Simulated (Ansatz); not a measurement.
Consider a convergence test of the plane-wave cutoff of La₃Ga, space group Pm-3m (the Python package of Ansatz (0.2.0)).

`POSCAR`
```text
La3Ga
1.0
   4.93068257    0.00000000    0.00000000
   0.00000000    4.93068257    0.00000000
   0.00000000    0.00000000    4.93068257
La Ga
3 1
Direct
   0.00000000    0.50000000    0.50000000
   0.50000000    0.50000000    0.00000000
   0.50000000    0.00000000    0.50000000
   0.00000000    0.00000000    0.00000000
```

The script, `la3ga.py`:
```python
# -*- coding: utf-8 -*-
"""Convergence of La3Ga with the plane-wave cutoff."""

import ansatz as az
from ase.io import read
import pandas as pd

atoms = read("POSCAR", format="vasp")
xtal = az.Crystal.from_ase(atoms)

job = (
    xtal.calculation()
    .kpoints(spacing=0.29)
    .functional(az.Functional.PBESOL)
    .occupations("fermi_dirac", width=0.05)
)

rows = []
for value in [300, 400, 500, 600, 700]:
    r = job.basis(value).run(threads=1).report
    rows.append((value, r["free_energy_ev"] / len(r["lattice"]["sites"]), r["n_iterations"], r["n_pw"]))

table = pd.DataFrame(rows, columns=["cutoff (eV)", "F/atom (eV)", "iterations", "plane waves"])
print(table.round(5).to_string(index=False))

# the last row is the reference
for row in rows[:-1]:
    shift = 1000 * (row[1] - rows[-1][1])
    print(f"{row[0]}: {shift:+.2f} meV/atom" + ("  (within 5 meV)" if abs(shift) < 5 else ""))
```

From which cutoff on is the energy per atom within 5 meV of the last row, and how does it get there?

From 400 eV on it stays within 5 meV an atom of the value at 700 eV; the first row (300 eV) is off by 56.5 meV and the last but one by 0.05 meV. The energy falls steadily, as expected when plane waves are added.

The output:

```console
$ python la3ga.py
DeckWarning: basis.ecutwfc = 300 eV is below the records' recommended 420 eV, and the density's cutoff is lower with it unless basis.ecutrho_ratio is high enough to keep the records' density cutoff: compare with a run at a higher cutoff
DeckWarning: basis.ecutwfc = 400 eV is below the records' recommended 420 eV, and the density's cutoff is lower with it unless basis.ecutrho_ratio is high enough to keep the records' density cutoff: compare with a run at a higher cutoff
 cutoff (eV)  F/atom (eV)  iterations  plane waves
         300  -5556.98087           7         1365
         400  -5557.03667           7         2109
         500  -5557.03718           7         2969
         600  -5557.03727           7         3911
         700  -5557.03732           7         5041
300: +56.46 meV/atom
400: +0.65 meV/atom  (within 5 meV)
500: +0.15 meV/atom  (within 5 meV)
600: +0.05 meV/atom  (within 5 meV)
```
(Warnings from the package without file and line.)

Reading the output:
- For a metal this k-point mesh is coarse: on a finer one energies can move by several to tens of meV an atom and pressures by half a GPa or more, differences at one mesh by less.
- The structure comes from a database of computed cells and needn't be a stable or known phase.
- Shifts are counted from the last row, which is itself no proven limit.
- Wall time of the script: 11 s on 1 thread of Intel(R) Xeon(R) Processor @ 2.30GHz, with other jobs on the host, peak memory 0.73 GiB.
